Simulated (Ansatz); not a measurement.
Born–Oppenheimer molecular dynamics of a periodic cell of 21 atoms, CaH12Cl2O6 (host CaH12Cl2O6, host structure P321). It goes on from the last frame of an earlier run, with new velocities.

Method: DFT r2SCAN, scalar-relativistic, plane waves, PAW in Ansatz 0.2.0. Settings: accuracy low, cutoff 500 eV, k mesh 1x1x2, fermi-dirac smearing 0.05 eV, no spin polarisation.

```
ensemble        : NVT, Langevin thermostat
time step       : 0.75 fs
steps asked     : 80
set temperature : 1120 K
friction        : 0.01 /fs
seed            : 961921
```

First frame:

```xyz
21
Lattice="8.0417 0.0000 0.0000 -4.0209 6.9643 0.0000 0.0000 0.0000 4.1109" Properties=species:S:1:pos:R:3
Ca -0.115 -0.111 -0.149
H -2.284 5.406 2.417
H 0.542 2.293 1.982
H 1.835 6.444 1.614
H 1.847 1.429 1.962
H 4.846 4.306 2.008
H 5.721 0.920 2.020
H -1.091 3.303 0.645
H 1.789 4.897 0.166
H -1.167 6.416 0.821
H 2.890 0.656 4.032
H 5.872 2.718 3.996
H 2.715 4.125 3.392
Cl 4.017 2.227 2.324
Cl 0.187 4.763 1.809
O 0.912 1.430 2.071
O -3.161 5.277 2.155
O 6.413 0.220 1.899
O 2.698 4.826 -0.034
O -1.313 2.429 0.247
O 2.414 -0.105 0.129
```

Question: What does the run give?

Answer: All steps were run.

```json
{
  "steps done": "80",
  "time covered": "60 fs",
  "mean temperature over the second half": "876 K",
  "spread of the potential energy over the second half": "10.6 meV per atom",
  "mean potential energy of the second half above the start": "37.1 meV per atom"
}
```

The mean temperature of the second half is 22 % below the set value. A run of 0.06 ps of so small a system gives no equilibrium averages. Limits of this set-up: coarse k mesh, low accuracy level.

Question: What happens to the structure?

Answer: Mean squared displacements from the first frame to the last, about the centre of mass: Ca 0.24 Å², H 0.92 Å², Cl 0.16 Å², O 0.35 Å². This is one draw of velocities; another would differ in detail.

Question: How do temperature and energy run in time?

Answer: 
```csv
time (fs),T (K),potential energy less start (eV)
0.0,1067,0.000
4.5,952,0.290
9.0,1101,0.112
13.5,1076,0.639
18.0,906,0.719
22.5,874,0.849
27.0,1137,0.205
31.5,986,0.554
36.0,997,0.356
40.5,849,1.069
45.0,931,0.703
49.5,847,0.892
54.0,881,0.737
58.5,787,0.944
```

The run took 16 min on 1 thread of Arm Neoverse V1, on a shared host, peak memory 0.67 GiB.
